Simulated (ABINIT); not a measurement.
A run of ABINIT 10.8.3 (patched build) is set up as follows.

File run.abi:

```
# Datasets: ground state, then fixed potential
ndtset 2

# Pseudopotentials
pp_dirpath "./"
pseudos "Te.LDA_PW-JTH.xml, Sn.LDA_PW-JTH.xml"

# Structure
acell 10.319016323 10.319016323 10.319016323
rprim
     0.0000000000     0.7071067812     0.7071067812
     0.7071067812     0.0000000000     0.7071067812
     0.7071067812     0.7071067812     0.0000000000
ntypat 2
znucl 52 50
natom 4
typat 1 1 1 2
xred
     0.5000000000     0.5000000000     0.5000000000
     0.7500000000     0.7500000000     0.7500000000
     0.2500000000     0.2500000000     0.2500000000
     0.0000000000     0.0000000000     0.0000000000

# Plane-wave basis
ecut 22.0
pawecutdg 44.0

# Exchange and correlation
ixc 7

# Bands and occupations
occopt 3
tsmear 0.00183747

# SCF cycle
nstep 100

# Output
iomode 3
prtwf 0
prteig 0
prtebands 0
enunit 1
prtden1 1
prtvha1 1
prtvclmb1 1
prtpot1 1

# Dataset 1
kptopt1 1
ngkpt1 6 6 6
nshiftk1 1
shiftk1 0.0 0.0 0.0
nband1 20
tolvrs1 1.0e-9

# Dataset 2: bands along G-X-W-K-G-L-U-W-L-K
iscf2 -2
getden2 1
nband2 26
nbdbuf2 4
tolwfr2 1.0e-11
kptopt2 -9
ndivsm2 6
prteig2 1
prtvol2 -3
kptbounds2
     0.0000000000     0.0000000000     0.0000000000
     0.5000000000     0.0000000000     0.5000000000
     0.5000000000     0.2500000000     0.7500000000
     0.3750000000     0.3750000000     0.7500000000
     0.0000000000     0.0000000000     0.0000000000
     0.5000000000     0.5000000000     0.5000000000
     0.6250000000     0.2500000000     0.6250000000
     0.5000000000     0.2500000000     0.7500000000
     0.5000000000     0.5000000000     0.5000000000
     0.3750000000     0.3750000000     0.7500000000
```

Potentials or basis: JTH PAW LDA v2.0.

Launch:

```bash
$ mpirun --bind-to none -np 4 abinit run.abi > log 2>&1
```

**Question.** What does it give for the pressure?

**Answer.** -3.8 GPa.

**Question.** Predict the band gap on the k mesh.

**Answer.** None (metal or under the smearing width).

Levels at the corners of the path, in eV from the Fermi level:
| point | band 14 | band 15 | band 16 | band 17 | band 18 | band 19 |
| --- | --- | --- | --- | --- | --- | --- |
| Γ | -3.26 | -3.26 | -1.80 | -1.80 | -1.80 | 3.20 |
| X | -0.56 | -0.56 | 0.07 | 0.17 | 0.17 | 2.12 |
| W | -0.33 | -0.22 | 0.28 | 0.28 | 1.32 | 2.42 |
| K | -1.18 | -0.42 | -0.28 | 0.62 | 1.07 | 2.50 |
| Γ | -3.26 | -3.26 | -1.80 | -1.80 | -1.80 | 3.20 |
| L | -2.04 | -1.94 | 0.41 | 0.41 | 1.26 | 1.82 |
| U | -1.18 | -0.42 | -0.28 | 0.62 | 1.07 | 2.50 |
| W | -0.33 | -0.22 | 0.28 | 0.28 | 1.32 | 2.42 |
| L | -2.04 | -1.94 | 0.41 | 0.41 | 1.26 | 1.82 |
| K | -1.18 | -0.42 | -0.28 | 0.62 | 1.07 | 2.50 |

Caveat: spin-orbit coupling is left out, which moves the levels of the heavy elements.
